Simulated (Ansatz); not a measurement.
# ScHg: the cost of one run

Computed with Ansatz 0.2.0 (DFT PBEsol, frozen-core PAW and all-electron LAPW, scalar-relativistic unless said, unless a step's input says otherwise).

## 1. Starting point

Symmetry: Pm-3m, No. 221, cubic system. The conventional cell has a = 3.480 Å, b = 3.480 Å, c = 3.480 Å, α = 90.00°, β = 90.00°, γ = 90.00°. Around Sc (site symmetry m-3m) lie 8 Hg at 3.01 Å. Hg (site symmetry m-3m) is surrounded by 8 Sc at 3.01 Å.

Structure file:

```cif
data_structure
_symmetry_space_group_name_H-M 'Pm-3m'
_symmetry_Int_Tables_number 221
_cell_length_a 3.4800
_cell_length_b 3.4800
_cell_length_c 3.4800
_cell_angle_alpha 90.000
_cell_angle_beta 90.000
_cell_angle_gamma 90.000
_cell_volume 42.14
loop_
_atom_site_label
_atom_site_type_symbol
_atom_site_symmetry_multiplicity
_atom_site_Wyckoff_symbol
_atom_site_fract_x
_atom_site_fract_y
_atom_site_fract_z
_atom_site_occupancy
Sc1 Sc 1 b 0.50000 0.50000 0.50000 1
Hg1 Hg 1 a 0.00000 0.00000 0.00000 1
```

Cartesian axes are those of the input's lattice vectors. The structure goes back to a database entry.

## 2. Cell and atoms relaxed, PAW

Input file input.yaml:

```yaml
crystal:
  lattice:
    - [3.48, 0.0, 0.0]
    - [0.0, 3.48, 0.0]
    - [0.0, 0.0, 3.48]
  atoms:
    - { symbol: Sc, position: [0.5, 0.5, 0.5] }
    - { symbol: Hg, position: [0.0, 0.0, 0.0] }
kpoints:
  mp_grid: { grid: [10, 10, 10] }
scf:
  occupations: { method: fermi_dirac, width: 0.1 }
hamiltonian:
  xc: pbesol
  pseudopotentials: { kind: paw }
relax:
  f_tol: 0.002
  max_steps: 80
  cell: {}
output:
  forces: true
  stress: true
```

The run is started by

```
$ ansatz run input.yaml --threads 1 --pin off --max-ram 3072MiB --backend cpu --events-out ev --progress --plain --runs-dir out
```

**Question.** How long does this run take on 1 thread of Arm Neoverse V1, shared host, and how much memory does it need?

About 8.3 s, with a peak of 0.35 GiB.
